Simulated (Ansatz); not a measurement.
# CH2ClFOSi: the cost of one run

Method: RKS LDA/cc-pVDZ, in Ansatz 0.2.0.

## Step 1: The system as given

Bond lengths: F1–Si2 1.606 Å, Si2–O3 1.640 Å, Si2–C4 1.850 Å, O3–C4 1.355 Å, C4–Cl5 1.708 Å, Si2–H6 1.495 Å, C4–H7 1.103 Å. Angles: F1–Si2–O3 106.0°, F1–Si2–C4 116.8°, F1–Si2–H6 117.2°, O3–Si2–C4 45.2°, O3–Si2–H6 108.1°, C4–Si2–H6 124.8°, Si2–O3–C4 75.6°, Si2–C4–O3 59.2°, Si2–C4–Cl5 120.4°, Si2–C4–H7 114.2°, O3–C4–Cl5 124.8°, O3–C4–H7 117.8°, Cl5–C4–H7 111.0°.

Coordinates:

```xyz
7

F    -1.1264   -1.5608    1.0531
Si   -0.3291   -0.1842    0.8351
O     0.9776   -0.5603   -0.0814
C     0.2063    0.2043   -0.8924
Cl    0.5614    1.8121   -1.3450
H     0.1526    0.5267    2.0590
H    -0.3812   -0.3059   -1.6742
```

## Step 2: End point A

Input file input.yaml:

```yaml
crystal:
  periodic: [false, false, false]
  atoms:
    - { symbol: F, position_ang: [-1.1264, -1.5608, 1.0531] }
    - { symbol: Si, position_ang: [-0.3291, -0.1842, 0.8351] }
    - { symbol: O, position_ang: [0.9776, -0.5603, -0.0814] }
    - { symbol: C, position_ang: [0.2063, 0.2043, -0.8924] }
    - { symbol: Cl, position_ang: [0.5614, 1.8121, -1.345] }
    - { symbol: H, position_ang: [0.1526, 0.5267, 2.059] }
    - { symbol: H, position_ang: [-0.3812, -0.3059, -1.6742] }
basis:
  gaussian: { orbitals: cc-pVDZ }
hamiltonian:
  xc: lda
relax:
  f_tol: 0.02
  max_steps: 50
output:
  orbitals: {}
```

Started as:

```console
ansatz run input.yaml --threads 2 --pin off --max-ram 3072MiB --backend cpu --events-out ev --progress --plain --runs-dir out
```

What time and memory should one allow on 2 threads of Arm Neoverse V1, shared host?

About 11 s, with a peak of 0.17 GiB.
